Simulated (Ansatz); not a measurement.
**BH8NSi2: a ladder of functionals and wavefunction methods**

An exercise on one series of results from a longer session: the logs are not shown, and one member is left open.

The runs use Ansatz 0.2.0, Gaussian basis; functionals in def2-TZVPP, the program's frozen cores in correlated methods.

Plan: LDA (SPW92), PBE-D4, revPBE-D4, BLYP-D4, r2SCAN-D4, B97M-V, PBE0-D4, B3LYP-D4, r2SCANh-D4, r2SCAN0-D4, HSE06-D4, BHLYP-D4, CAM-B3LYP-D4, LC-ωPBE, ωB97X-V, ωB97M-V, B2PLYP, PBE-QIDH; CCSD(T)/def2-SVP; CCSD(T)/def2-TZVPP; MP2/def2-QZVPP; extrapolation to the limit; RPA on PBE.

## The relaxed structure

All runs share one geometry, relaxed beforehand with PBE0-D4 in a triple-zeta def2 set.

12 atoms, charge 0, spin multiplicity 1.

Atoms are counted from 1 here; the program's logs count them from 0.

Bond lengths: B1–Si2 2.003 Å, B1–H5 1.197 Å, B1–H6 1.198 Å, Si2–N3 1.733 Å, Si2–H7 1.502 Å, Si2–H8 1.490 Å, N3–Si4 1.725 Å, N3–H9 1.010 Å, Si4–H10 1.491 Å, Si4–H11 1.488 Å, Si4–H12 1.485 Å. Angles: Si2–B1–H5 119.8°, Si2–B1–H6 123.0°, H5–B1–H6 117.1°, B1–Si2–N3 113.1°, B1–Si2–H7 104.6°, B1–Si2–H8 112.4°, N3–Si2–H7 113.1°, N3–Si2–H8 107.6°, H7–Si2–H8 105.8°, Si2–N3–Si4 128.4°, Si2–N3–H9 115.0°, Si4–N3–H9 116.0°, N3–Si4–H10 113.5°, N3–Si4–H11 110.2°, N3–Si4–H12 107.3°, H10–Si4–H11 107.3°, H10–Si4–H12 108.3°, H11–Si4–H12 110.1°.

Set-up of the first run:

in.yaml

```yaml
crystal:
  periodic: [false, false, false]
  atoms:
    - {symbol: B, position_ang: [-1.727376, 1.914585, 0.173247]}
    - {symbol: Si, position_ang: [-0.956339, 0.129705, -0.308285]}
    - {symbol: N, position_ang: [0.576605, -0.173823, 0.440117]}
    - {symbol: Si, position_ang: [1.791339, -1.306216, -0.025664]}
    - {symbol: H, position_ang: [-2.659933, 2.345277, -0.440327]}
    - {symbol: H, position_ang: [-1.331418, 2.569667, 1.094328]}
    - {symbol: H, position_ang: [-2.013407, -0.860355, 0.089786]}
    - {symbol: H, position_ang: [-0.779403, -0.035027, -1.778108]}
    - {symbol: H, position_ang: [0.714484, 0.282417, 1.330928]}
    - {symbol: H, position_ang: [1.744850, -2.578745, 0.749713]}
    - {symbol: H, position_ang: [3.144660, -0.718389, 0.168142]}
    - {symbol: H, position_ang: [1.572736, -1.624298, -1.459773]}
basis:
  gaussian: {orbitals: def2-TZVPP}
hamiltonian: {xc: lda}
output: {orbitals: {seedname: orbitals}}
```

On the command line:

```sh
ansatz run in.yaml --threads 4 --pin off --events-out ev --progress --plain --max-ram 10444MiB
```

Among the steps run: LDA; PBE-D4 (GGA); revPBE-D4 (GGA); BLYP-D4 (GGA); r2SCAN-D4 (meta-GGA); B97M-V (meta-GGA); B3LYP-D4 (hybrid); r2SCANh-D4 (hybrid); r2SCAN0-D4 (hybrid); HSE06-D4 (hybrid); BHLYP-D4 (hybrid); CAM-B3LYP-D4 (range-separated); LC-ωPBE (range-separated); ωB97X-V (range-separated); ωB97M-V (range-separated); B2PLYP (double hybrid); PBE-QIDH (double hybrid).

One of the session's tables, all rows but one given; the rest of the session is left out.

```
  functional  HOMO (eV)  LUMO (eV)  gap (eV)
 LDA (SPW92)      -6.17      -3.73      2.44
      PBE-D4      -6.08      -3.45      2.62
   revPBE-D4      -6.04      -3.34      2.70
     BLYP-D4      -5.96      -3.27      2.69
   r2SCAN-D4      -6.36      -3.10      3.26
      B97M-V      -6.51      -3.28      3.23
     PBE0-D4      -7.36      -2.43      4.93
    B3LYP-D4      -7.15      -2.64      4.52
  r2SCANh-D4      -6.84      -2.75      4.08
  r2SCAN0-D4      -7.56      -2.23      5.32
    HSE06-D4      -6.96      -2.82      4.15
    BHLYP-D4      -8.58      -1.34      7.24
CAM-B3LYP-D4      -8.72      -1.29      7.43
     LC-ωPBE     -10.07      -0.09      9.98
     ωB97X-V      -9.73      -0.20      9.53
     ωB97M-V          ?          ?         ?
```

**Question.** Estimate the row for ωB97M-V.

**Answer.** HOMO (eV): -9.62; LUMO (eV): -0.47; gap (eV): 9.15. In the column «HOMO (eV)» it lies between ωB97X-V (-9.73) and CAM-B3LYP-D4 (-8.72).
